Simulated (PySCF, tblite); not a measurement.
**C5H4FO2 radical: geometry, infrared bands and EPR parameters**

Wanted: the infrared bands and EPR parameters of C5H4FO2 radical (`COc1[c]c(F)oc1`), by calculation.

Programs: tblite 0.8.0 and PySCF 2.14.0, with density-fitted response routines of our own. Each step states its level of theory. These are calculated values for one molecule in the gas phase, unless marked as measured. Atoms are numbered from 0 throughout.

**1. Starting geometry**

12 atoms, charge 0, multiplicity 2; geometry from: force field or distance geometry start.

Bonds of the start (Å): C0–O1 1.42, O1–C2 1.37, C2–C3 1.41, C3–C4 1.38, C4–F5 1.34, C4–O6 1.35, O6–C7 1.36, C7–C2 1.38, C0–H8 1.10, C0–H9 1.10, C0–H10 1.10, C7–H11 1.08.

**2. Relaxing the molecule with GFN2-xTB**

The job: settings as JSON, then the geometry in Å.

```
{"job": {"kind": "relax", "xc": "GFN2-xTB", "basis": "xTB"}, "charge": 0, "multiplicity": 2}
C     -2.092100    -0.027000    -0.020500
O     -1.079000    -0.124700    -1.008300
C      0.196100    -0.062100    -0.508500
C      1.354000    -0.132700    -1.314300
C      2.410600    -0.027700    -0.425200
F      3.699600    -0.055100    -0.789600
O      1.968100     0.123500     0.841700
C      0.613700     0.104400     0.794100
H     -2.040200    -0.850200     0.702500
H     -2.068000     0.943800     0.494000
H     -3.066600    -0.096800    -0.536200
H      0.105200     0.203900     1.744300
```

Run with:

```
$ OMP_NUM_THREADS=1 python probes_run.py task.json out
```

One launch serves the whole session: the jobs run in the order shown.

**Question.** This job is followed by: GFN2-xTB harmonic vibrations, gas phase; UKS B3LYP, pcH-1 on C F H O, non-relativistic, mean-field spin-orbit, GIAO. What will the session give for the following? strongest single infrared mode (GFN2-xTB); zero-point energy (GFN2-xTB); g(iso) (B3LYP); ⟨S²⟩; largest a(iso) (averaged by class); potential on the surface of density 0.002 e/bohr³, 1st and 99th percentile.

**Answer**, as computed:

```
                                                                  quantity                  value
                                 strongest single infrared mode (GFN2-xTB)  1635 cm⁻¹, 338 km/mol
                                              zero-point energy (GFN2-xTB)          49.6 kcal/mol
                                                            g(iso) (B3LYP)                2.00206
                                                                      ⟨S²⟩     0.757 (exact 0.75)
                                        largest a(iso) (averaged by class)   13C on C3, 546.0 MHz
potential on the surface of density 0.002 e/bohr³, 1st and 99th percentile     -1.00 V and 1.38 V
```

**Reading.** Relaxing lowered the energy by 0.174 eV in 16 steps; the close pair that moved most is C3–C4, from 1.385 to 1.347 Å. No mode is imaginary among the 30: a minimum at this level. The strongest single mode, at 1635 cm⁻¹, moves mainly C4 and C3. GFN2-xTB is a fitted tight-binding method: band positions and strengths are rough. Its intensities can rank the bands wrongly. Most of the unpaired spin sits on C3 (1.03 e). The isotropic g lies 0.3 ppt below the free-electron value. The conformer search found further structures of the same energy, which may be mirror or relabelled copies of this one.
